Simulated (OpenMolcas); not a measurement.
# Re⁵⁺ among point charges: CASSCF and CASPT2 levels and susceptibility

Aim: the splitting of the states of Re⁵⁺ in the field of 2 point charges, its lowest levels with spin-orbit coupling and its magnetic susceptibility.

Method: state-averaged CASSCF and CASPT2, spin-orbit coupling by RASSI with atomic mean-field integrals. Code: OpenMolcas 26.06.

### 1 What is computed

```
Species                           : Re⁵⁺ (rhenium, Z = 75, 70 electrons)
Basis                             : ANO-RCC-VTZP [8s7p5d3f2g1h], 104 functions
Scalar Hamiltonian                : DKH2, point nucleus
Inactive shells                   : 1s 2s 2p 3s 3p 3d 4s 4p 4d 4f 5s 5p
Active space                      : 2 electrons in 5 orbitals (5d)
Some configurations of this space : 5d²
Orbitals                          : optimised for each spin and parity, averaged over all roots
```

The outer shells:

5d2
```
5d [↑ ][↑ ][  ][  ][  ]
```

The ion sits among 2 point charges of -1.3 e arranged as a linear pair (D∞h), 2.23 Å from the ion.

Each step is its own input file, run in one work folder so that later steps find the files of earlier ones. Labels, J, g values, rates, χT and fits are worked out afterwards by a script from the matrices that RASSI stores. The input lists half of the charges; inversion (Group=XYZ) makes the rest.

### 2 GATEWAY and SEWARD: basis and integrals

Input file a.inp:

```
&GATEWAY
Coord
1

Re 0.0 0.0 0.0
Basis=ANO-RCC-VTZP
Group=XYZ
NoMove
AngMom=0.0 0.0 0.0
AMFI
XField
1 Angstrom 0
0.000000 0.000000 2.230000 -1.300000
&SEWARD
```

Run with:

```console
OMP_NUM_THREADS=1 MOLCAS_MEM=1689 MOLCAS_PROJECT=a pymolcas a.inp > a.log
```

### 3 CASSCF: triplets of even parity, 10 roots

Input file a.inp:

```
&RASSCF
FileOrb=start.orb
Symmetry=1
Spin=3
nActEl=2 0 0
Inactive=15 19
Ras2=5 0
CIRoot=10 10 1
SDav=10
CIMx=300
Iter=120 100
PrWF=0.3
OrbListing=Nothing
MaxOrb=0
>>> COPY $Project.JobIph JOB001
```

start.orb holds the contracted functions of the basis, ordered by shell, or the orbitals of the step before.

### 4 Reference wave functions, singlets of even parity, 15 roots

Input file a.inp:

```
&RASSCF
FileOrb=start.orb
Symmetry=1
Spin=1
nActEl=2 0 0
Inactive=15 19
Ras2=5 0
CIRoot=15 15 1
SDav=15
CIMx=300
Iter=120 100
PrWF=0.3
OrbListing=Nothing
MaxOrb=0
>>> COPY $Project.JobIph JOB002
```

### 5 State interaction with spin-orbit coupling

Input file a.inp:

```
&RASSI
NrOfJobIphs=2 10 15
1 2 3 4 5 6 7 8 9 10
1 2 3 4 5 6 7 8 9 10 11 12 13 14 15
IphNames
JOB001
JOB002
EJob
SpinOrbit
DIPRint=1.0
SOCoupling=1000.0
Subsets=2
Property=9
'ANGMOM' 1 'ANGMOM' 2 'ANGMOM' 3 'MLTPL  1' 1 'MLTPL  1' 2 'MLTPL  1' 3
'AMFI' 1 'AMFI' 2 'AMFI' 3
SOProperty=3
'ANGMOM' 1 'ANGMOM' 2 'ANGMOM' 3
```

### 6 CASPT2: IPEA 0.25, imaginary shift 0.1 (closed shells correlated: 5s 5p)

Input file a.inp:

```
>>> COPY JOB001 $Project.JobIph
&CASPT2
Multistate=10 1 2 3 4 5 6 7 8 9 10
NoMult
Frozen=14 16
IPEA=0.25
Imaginary=0.1
MaxIter=60
WThr=0.0 0.3 0.05
PrWF=0.5
NoMix
>>> COPY JOB002 $Project.JobIph
&CASPT2
Multistate=15 1 2 3 4 5 6 7 8 9 10 11 12 13 14 15
NoMult
Frozen=14 16
IPEA=0.25
Imaginary=0.1
MaxIter=60
WThr=0.0 0.3 0.05
PrWF=0.5
NoMix
```

(Steps that only read results are left out.)

What does the calculation give? Wanted: spin-free ground state; first state of the same spin within the active space; lowest level; next level.

**Answer**, as computed:

```
                                            quantity                                                                        value
                                              method  SS-CASPT2, IPEA 0.25, imaginary shift 0.1 (closed shells correlated: 5s 5p)
                              spin-free ground state                                           3Sigma, 1-fold in its orbital part
first state of the same spin within the active space                                                            3Phi at 86.5 cm⁻¹
                                        lowest level                                                                       1-fold
                                          next level                                                                   604.2 cm⁻¹
                                         χT at 300 K                                                               0.09 cm³ K/mol
                           effective moment at 300 K                                                                      0.83 μB
```

Cost by method:

```
                                              method  time of its own steps  time with the reference
                                           A. CASSCF                  8.3 s                    8.3 s
B. SS-CASPT2, IPEA 0.25, imaginary shift 0.1, +5s 5p                  7.8 s                     16 s
```

Times are of one thread on a shared host.

In words: The spin-free ground state (3Sigma) comes to 68 % from free-ion F terms and keeps the highest spin of the shell. χT at 300 K is 0.09, against 1.00 cm³ K/mol for the spin alone, so spin-orbit coupling lowers it. The field of point charges can differ much from that of real complexes. This is an electrostatic model: the charges have no orbitals.
